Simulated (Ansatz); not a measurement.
# Zn, space group P6_3/mmc: cell relaxations under several functionals

Program: Ansatz's Python interface.

Run as a notebook:

In [1]:
```python
import ansatz as az
import numpy as np
```

In [2]:
```python
config = {
    "k_length": 22,
    "mixing_beta": 0.4,
    "scf_tol": 1e-07,
    "force_tol": 0.1,
}
```

In [3]:
```python
def edges_and_angles(cell):
    cell = np.asarray(cell)
    a, b, c = np.linalg.norm(cell, axis=1)
    cosines = cell[1] @ cell[2] / (b * c), cell[0] @ cell[2] / (a * c), cell[0] @ cell[1] / (a * b)
    return (a, b, c, *np.degrees(np.arccos(cosines)))
```

In [4]:
```python
lattice = az.Lattice.of(
    (2.67, 0.0, 0.0),
    (-1.335, 2.31228783, 0.0),
    (0.0, 0.0, 4.966),
)
sites = [
    ("Zn", (1 / 3, 2 / 3, 0.25)),
    ("Zn", (2 / 3, 1 / 3, 0.75)),
]
system = az.Crystal(lattice=lattice)
for symbol, position in sites:
    system = system.atom(symbol, position)

base = system.calculation()
base = base.kpoints(length=config["k_length"])
base = base.occupations(az.OccupationsMethod.GAUSSIAN)
base = base.mixing("msr1", ndim=6, beta=config["mixing_beta"]).scf(tolerance=config["scf_tol"])
base = base.relax(cell=True, force_tolerance=config["force_tol"], density_extrapolation="none")
```

In [5]:
```python
levels = [("r2scan", "rvv10"), ("pbesol", "none"), ("pbe", "d4"), ("pbe", "none")]
print("level            a       b       c    alpha   beta  gamma  V/atom  steps")
for name, dispersion in levels:
    seen = []
    run = base.functional(name, dispersion=dispersion).session().plan()
    done = run.execute(on_event=lambda e: seen.append(e) if e["event"] == "relax_step" else None)
    cell = done.lattice.cell_ang
    label = name if dispersion == "none" else f"{name}+{dispersion}"
    print("{:13s} {:7.4f} {:7.4f} {:7.4f} {:6.2f} {:6.2f} {:6.2f}".format(label, *edges_and_angles(cell)), f"{abs(np.linalg.det(cell)) / len(done.lattice.sites):7.3f} {len(seen):5d}")
```
```text
level            a       b       c    alpha   beta  gamma  V/atom  steps
DeckWarning: basis.ecutwfc = 500 eV, auto-derived from the records' recommended cutoffs: set by Zn (their level for a meta-GGA)
DeckWarning: relax.cell: scf.convergence.dr2_threshold = 1e-7 eV (the SCF's general default) is looser than the 2e-10 eV advised for a relaxation that steers and ends on the stress (1e-10 eV for each atom of the cell: 2). What an SCF threshold leaves in a stress goes as its square root, and in the free energy as the threshold itself, and one threshold admits the most on a small cell: of the [...]
r2scan+rvv10   2.6135  2.6135  4.7594  90.00  90.00 120.00  14.076     5
DeckWarning: basis.ecutwfc = 420 eV, auto-derived from the records' recommended cutoffs: set by Zn (normal level)
pbesol         2.6131  2.6131  4.7718  90.00  90.00 120.00  14.109     7
pbe+d4         2.6325  2.6325  4.8083  90.00  90.00 120.00  14.429     5
pbe            2.6655  2.6655  4.8968  90.00  90.00 120.00  15.065     4
```

From smallest to largest: r2SCAN+RVV10 (14.08 Å³ an atom, -8.2 % against the start), PBEsol (14.11 Å³ an atom, -8.0 % against the start), PBE+D4 (14.43 Å³ an atom, -5.9 % against the start) and PBE (15.07 Å³ an atom, -1.7 % against the start). The spread is 7.0 % in volume.

These settings explore the input space; cutoff and mesh may be short of convergence. Forces vanish by symmetry, so the ions can't move, and the end may be a saddle. Dispersion corrections can be off by several per cent in the lattices of metals, and by several GPa in the pressure at a fixed cell. The mesh is modest for a metal, so energies can be off by several to tens of meV an atom and pressures by half a GPa or more; differences at equal mesh fare better. Of the deposited cell: the entry's cell lengths or inner coordinates differ somewhat from later room-temperature determinations. Warnings are shown shortened and without file and line. Run time: 35 s on 1 thread of Arm Neoverse V2, with other jobs on the host, peak memory 0.5 GiB.
